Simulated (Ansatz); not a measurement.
SrAg₅, space group P6/mmm, a single point from an input typed as a dict

Run with the Python package of Ansatz (0.2.0).

The script, `deck_srag5.py`:
```python
"""Single point of SrAg5 through the engine session."""

import json

import ansatz as az


def main() -> None:
    config = {
        "crystal": {
            "lattice": [[5.675, 0.0, 0.0], [-2.8375, 4.914694, 0.0], [0.0, 0.0, 4.619]],
            "atoms": [
                {"symbol": "Sr", "position": [0.0, 0.0, 0.0]},
                {"symbol": "Ag", "position": [0.333333, 0.666667, 0.0]},
                {"symbol": "Ag", "position": [0.666667, 0.333333, 0.0]},
                {"symbol": "Ag", "position": [0.5, 0.0, 0.5]},
                {"symbol": "Ag", "position": [0.5, 0.5, 0.5]},
                {"symbol": "Ag", "position": [0.0, 0.5, 0.5]},
            ],
        },
        "kpoints": {"mp_grid": {"kspacing": 0.3}},
        "hamiltonian": {"xc": "lda"},
        "scf": {"occupations": {"method": "cold", "width": 0.15}},
        "basis": {"ecutwfc": "19 Ha"},
        "output": {"forces": True, "stress": True, "eigenvalues": True},
    }

    res = az.Session.from_dict(config).plan().execute()
    data = res.report

    for key in ("converged", "n_iterations", "n_electrons", "n_kpoints", "n_pw", "n_symmetry_ops", "free_energy_ev", "fermi_energy_ev"):
        print(f"{key:18s} {data[key]}")

    edges = data.get("band_edges_ev")
    if edges:
        print(f"band edges on the mesh: {edges[0]:.3f} and {edges[1]:.3f} eV, gap {edges[1] - edges[0]:.3f} eV")
    else:
        print("no band edges reported (a metal, or a gap too narrow for this smearing); Fermi level", round(data["fermi_energy_ev"], 3), "eV")

    keep = ["free_energy_ev", "energy_sigma0_ev", "fermi_energy_ev", "n_iterations", "converged", "magnetization_mub", "n_kpoints"]
    with open("srag5.json", "w") as handle:
        json.dump({key: data[key] for key in keep}, handle, indent=1)


if __name__ == "__main__":
    main()
```

Running `python deck_srag5.py` prints:
```text
DeckWarning: the atoms were moved onto the symmetric positions of the space group found under crystal.symmetry.tolerance 1.0e-5 (fractional; no operation is sought that the atoms, as they stand in a [...]
converged          True
n_iterations       7
n_electrons        105.0
n_kpoints          15
n_pw               3425
n_symmetry_ops     24
free_energy_ev     -40735.97630286892
fermi_energy_ev    13.367552114843146
no band edges reported (a metal, or a gap too narrow for this smearing); Fermi level 13.368 eV
```
(Warnings from the package without file and line, shortened, repeats left out.)

`srag5.json`, as written:
```json
{
 "free_energy_ev": -40735.97630286892,
 "energy_sigma0_ev": -40735.97399830856,
 "fermi_energy_ev": 13.367552114843146,
 "n_iterations": 7,
 "converged": true,
 "magnetization_mub": 0.0,
 "n_kpoints": 15
}
```

Reading the output:
- Total energies depend on the potentials; only differences at equal settings carry meaning. A total without «per atom» is that of the cell as typed.
- For a metal this k-point mesh is coarse: on a finer one energies can move by several to tens of meV an atom and pressures by half a GPa or more, differences at one mesh by less.
- An absolute Fermi energy rests on an arbitrary zero of the periodic potential and has no direct meaning.
- At these settings the cell as given stands under about -5 GPa, so it isn't at this functional's equilibrium volume.
- The structure is a deposited one; some such entries were measured under pressure or heat, so a shift against it needn't be the functional's error alone.
- Levels are Kohn-Sham eigenvalues on this mesh, without spin-orbit coupling.
- Timing: 7.1 s on 1 thread of Arm Neoverse V2, on a shared host, peak memory 0.49 GiB.

(Lines on the test bed's own set-up are left out of the output.)
